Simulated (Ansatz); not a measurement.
**ClH₄N₂Sc: how energies converge with the basis set**

An exercise on one series of results from a longer session: the logs are not shown, and one member is left open.

Program: Ansatz 0.2.0, Gaussian basis. Level of theory: one geometry, several basis sets. These are calculated values, not measurements.

Levels to be run: PBE0-D4/def2-SVP; ωB97M-V/def2-SVP; PBE0-D4/def2-QZVPP; ωB97M-V/def2-QZVPP; the functionals' def2-TZVPP values are taken from earlier runs.

### Structure used throughout

The geometry comes from an earlier relaxation with PBE0-D4 in a triple-zeta def2 set; it is a stationary point, not always the lowest conformer.

SMILES `[NH2][Sc]([NH2])[Cl]`, 8 atoms, charge 0, spin multiplicity 1.

Atoms are counted from 1 here; the program's logs count them from 0.

Bond lengths: N1–Sc2 1.968 Å, N1–H5 1.013 Å, N1–H6 1.013 Å, Sc2–N3 1.968 Å, Sc2–Cl4 2.330 Å, N3–H7 1.013 Å, N3–H8 1.013 Å. Angles: Sc2–N1–H5 126.1°, Sc2–N1–H6 126.4°, H5–N1–H6 107.4°, N1–Sc2–N3 116.5°, N1–Sc2–Cl4 121.8°, N3–Sc2–Cl4 121.8°, Sc2–N3–H7 126.1°, Sc2–N3–H8 126.4°, H7–N3–H8 107.4°.

The first run:

Input file in.yaml:

```yaml
crystal:
  periodic: [false, false, false]
  atoms:
    - {symbol: N, position_ang: [0.262046, 1.539761, -0.713548]}
    - {symbol: Sc, position_ang: [0.557426, -0.111264, 0.316541]}
    - {symbol: N, position_ang: [-0.906855, -1.426549, 0.304375]}
    - {symbol: Cl, position_ang: [2.536371, -0.489075, 1.487551]}
    - {symbol: H, position_ang: [0.913208, 2.309726, -0.807545]}
    - {symbol: H, position_ang: [-0.566173, 1.776209, -1.246139]}
    - {symbol: H, position_ang: [-0.911301, -2.320050, 0.781163]}
    - {symbol: H, position_ang: [-1.792522, -1.335856, -0.178198]}
basis:
  gaussian: {orbitals: def2-SVP}
hamiltonian: {xc: pbe0, dispersion: d4}
output: {orbitals: {seedname: orbitals}}
```

Launch:

```sh
$ ansatz run in.yaml --threads 4 --pin off --events-out ev --progress --plain --max-ram 10444MiB
```

Among the steps run: PBE0-D4 in def2-SVP; ωB97M-V in def2-SVP; PBE0-D4 in def2-QZVPP; ωB97M-V in def2-QZVPP.

One of the session's tables, all rows but one given; the rest of the session is left out.

It belongs to the step «Functionals by basis». 

```
functional       basis  HOMO (eV)  LUMO (eV)
   PBE0-D4    def2-SVP          ?          ?
   PBE0-D4  def2-TZVPP      -7.35      -1.67
   PBE0-D4  def2-QZVPP      -7.38      -1.69
   ωB97M-V    def2-SVP      -9.37       0.04
   ωB97M-V  def2-TZVPP      -9.75      -0.13
   ωB97M-V  def2-QZVPP      -9.78      -0.24
```

Estimate the missing values for PBE0-D4, def2-SVP.

**Answer.** HOMO (eV): -6.98; LUMO (eV): -1.40. In the column «HOMO (eV)» it is the highest.
